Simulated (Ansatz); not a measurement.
# NbRh: the cost of one run

All numbers are computed with the Python package of Ansatz 0.2.0. Level of theory: DFT PBEsol, plane waves, PAW.

## 1. Starting point

It takes space group Pmma (No. 51, orthorhombic). Conventional cell: a = 4.510 Å, b = 2.813 Å, c = 4.808 Å, α = 90.00°, β = 90.00°, γ = 90.00°. Nb (site symmetry mm2) has 8 Rh at 2.74 to 2.83 Å and 4 Nb at 2.81 to 2.85 Å in its first shell of neighbours. Around Rh (site symmetry mm2) lie 8 Nb at 2.74 to 2.83 Å and 4 Rh at 2.80 to 2.81 Å.

No structure file is read: the coordinates are typed or built in the script.

## 2. Script

ecut_nbrh.py reads:

```python
import warnings

import ansatz as az
from tabulate import tabulate

warnings.simplefilter("ignore", az.DeckWarning)

nbrh = (
    az.Lattice.of([4.51, 0.0, 0.0], [0.0, 2.813, 0.0], [0.0, 0.0, 4.808])
    .atom("Nb", [0.25, 0.0, 0.182])
    .atom("Nb", [0.75, 0.0, 0.818])
    .atom("Rh", [0.25, 0.5, 0.672])
    .atom("Rh", [0.75, 0.5, 0.328])
)

base = nbrh.calculation()
base = base.functional("pbesol").kpoints(6, 9, 6)
base = base.occupations("Fermi-Dirac")
base = base.forces().stress()

rows = []
for value in [250, 325, 400, 475, 550, 625]:
    rep = base.basis(value).run(threads=1).report
    rows.append((value, rep["free_energy_ev"] / len(rep["lattice"]["sites"]), rep["n_iterations"], sum(rep["stress_gpa"][i][i] for i in range(3)) / 3, max(abs(f) for row in rep["forces_ev_ang"] for f in row), rep["n_pw"]))

print(tabulate(rows, headers=["cutoff (eV)", "F/atom (eV)", "iterations", "P (GPa)", "max component (eV/A)", "plane waves"], floatfmt=".4f", tablefmt="plain"))

for row in rows[:-1]:
    shift = 1000 * (row[1] - rows[-1][1])
    print(f"{row[0]}: {shift:+.2f} meV/atom" + ("  (within 5 meV)" if abs(shift) < 5 else ""))
```

## 3. What the engine is handed

The package turns the script's settings into the engine's input (first run):

```yaml
crystal:
  lattice:
    - [4.51, 0.0, 0.0]
    - [0.0, 2.813, 0.0]
    - [0.0, 0.0, 4.808]
  atoms:
    - { symbol: Nb, position: [0.25, 0.0, 0.182] }
    - { symbol: Nb, position: [0.75, 0.0, 0.818] }
    - { symbol: Rh, position: [0.25, 0.5, 0.672] }
    - { symbol: Rh, position: [0.75, 0.5, 0.328] }
basis:
  ecutwfc: 250.0
kpoints:
  mp_grid:
    grid: [6, 9, 6]
hamiltonian:
  xc: pbesol
scf:
  occupations:
    method: fermi_dirac
output:
  forces: true
  stress: true
```

## 4. The run

Command:

```sh
> python ecut_nbrh.py
```

Q: Estimate wall time and peak memory on 1 thread of Intel Xeon 6975P-C (Granite Rapids), shared host.

About 21 s, with a peak of 0.6 GiB.
